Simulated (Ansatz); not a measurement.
# SiGe2 (singlet): wave-function methods side by side, cc-pVDZ

An exercise on one series of results from a longer session: the logs are not shown, and one member is left open.

Method: cc-pVDZ, core rule «outside noble gas», up to 33 orbitals frozen; program: Ansatz 0.2.0, Gaussian basis.

To be run: UHF; CCSD(T) on RHF; BCCD(T) on RHF; CISD; CCSDT(Q) on RHF; CCSDT(Q) on UHF; CASSCF and MRCISD+Q, 8 electrons in 8 orbitals; CASSCF and NEVPT2, 8 electrons in 8 orbitals.

30 further runs of the same task are left out: 14 that didn't finish, 16 set aside as unsound or not needed. Runs told in other sessions of the task aren't counted.

### The system

The geometry is a PBE0/def2-TZVP stationary point (not a proven minimum) of the parent state, kept for this charge and spin. No spin-orbit coupling is included. The filled d shell of Ge may be among the frozen orbitals whatever the setting's name suggests.

3 atoms, charge 0, spin multiplicity 1.

Atoms are counted from 1 here; the program's logs count them from 0.

Bond lengths: Ge1–Ge2 2.453 Å, Ge1–Si3 2.352 Å, Ge2–Si3 2.352 Å. Angles: Ge2–Ge1–Si3 58.6°, Ge1–Ge2–Si3 58.6°, Ge1–Si3–Ge2 62.9°.

The first run:

The input, in.yaml:

```yaml
crystal:
  periodic: [false, false, false]
  atoms:
    - {symbol: Ge, position_ang: [0.000000, 0.325086, 1.226603]}
    - {symbol: Ge, position_ang: [0.000000, 0.325086, -1.226603]}
    - {symbol: Si, position_ang: [0.000000, -1.681598, 0.000000]}
basis:
  gaussian: {orbitals: cc-pVDZ}
magnetization: {spin_polarized: true, initial_magnetization: 0}
hamiltonian: {xc: hf}
output: {orbitals: {seedname: orbitals}}
```

On the command line:

```sh
$ ansatz run in.yaml --threads 1 --pin off --events-out ev --progress --plain --max-ram 2393MiB
```

Among the steps run: UHF; CCSD(T) on RHF; BCCD(T) on RHF; CISD; CCSDT(Q) on RHF; CCSDT(Q) on UHF; CASSCF and MRCISD+Q, 8 electrons in 8 orbitals; CASSCF and NEVPT2, 8 electrons in 8 orbitals.

One table of the session follows, with a row left open; its other results are not shown here.

| method | from RCCSDT(Q) (kJ/mol) |
| --- | --- |
| RHF | +774.9 |
| RMP2 | +129.7 |
| CISD | +157.2 |
| RCCSD | +64.2 |
| RCCSD(T) | +11.2 |
| BCCD(T) | +10.6 |
| RCCSDT | +7.8 |
| RCCSDT(Q) | 0 |
| CASSCF frontier | +559.0 |
| NEVPT2 frontier | +120.7 |
| MRCISD frontier | +78.4 |
| MRCISD+Q frontier | ? |

Q: Estimate the row for MRCISD+Q frontier from the others.

**Answer.** from RCCSDT(Q) (kJ/mol): +11.8. In the column «from RCCSDT(Q) (kJ/mol)» it lies between RCCSD(T) (+11.2) and RCCSD (+64.2).

Not comparable, so not listed: CCSDT(Q) on UHF (they don't share determinant, frozen orbitals or solution with the rows shown, or repeat one).
